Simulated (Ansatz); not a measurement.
Na2TlAsF6, space group Fm-3m, the D3 and D4 dispersion energy

Computed with the Ansatz DFT code, driven from Python.

Run as a notebook:

```python
import ansatz as az
import numpy as np
```

```python
vectors0 = np.array([
    [0.0, 4.644378, 4.644378],
    [4.644378, 0.0, 4.644378],
    [4.644378, 4.644378, 0.0],
])
sites = [
    ("Na", (0.75, 0.75, 0.75)),
    ("Na", (0.25, 0.25, 0.25)),
    ("Tl", (0.5, 0.5, 0.5)),
    ("As", (0.0, 0.0, 0.0)),
    ("F", (0.778507, 0.221493, 0.221493)),
    ("F", (0.221493, 0.221493, 0.778507)),
    ("F", (0.221493, 0.778507, 0.778507)),
    ("F", (0.221493, 0.778507, 0.221493)),
    ("F", (0.778507, 0.221493, 0.778507)),
    ("F", (0.778507, 0.778507, 0.221493)),
]
```

```python
def make_crystal(cell):
    crystal = az.Crystal(lattice=az.Lattice.of(cell))
    for symbol, position in sites:
        crystal = crystal.atom(symbol, position)
    return crystal

atoms = [(site[0], site[1]) for site in sites]
print("dispersion energy and pressure at linear scale factors", (1.0, 1.05))
for functional in (az.Functional.PBE0, az.Functional.REVPBE):
    for method in ("d3bj", "d4"):
        damping = az.dispersion_damping(method=method, xc=functional)
        line = []
        for scale in (1.0, 1.05):
            term = az.pairwise_dispersion(vectors=(vectors0 * scale).tolist(), atoms=atoms, damping=damping, periodic=(True, True, True))
            line.append(f"{term.energy_ev / len(atoms):.4f} eV/atom, {np.trace(term.stress_gpa) / 3:.2f} GPa")
        print(functional.value, method, "|", " | ".join(line))
print("charges of the D4 model in the last cell:", np.round(term.partial_charges_e, 3))
```

    dispersion energy and pressure at linear scale factors (1.0, 1.05)
    pbe0 d3bj | -0.1131 eV/atom, -0.88 GPa | -0.0997 eV/atom, -0.07 GPa
    pbe0 d4 | -0.1194 eV/atom, 6.24 GPa | -0.2325 eV/atom, 0.91 GPa
    revpbe d3bj | -0.2067 eV/atom, -1.60 GPa | -0.1820 eV/atom, -0.23 GPa
    revpbe d4 | -0.2338 eV/atom, 10.74 GPa | -0.4156 eV/atom, 0.86 GPa
    charges of the D4 model in the last cell: [ 0.947  0.947  0.399  0.391 -0.448 -0.448 -0.448 -0.448 -0.448 -0.448]

The structure comes from a database and needn't be a stable phase.
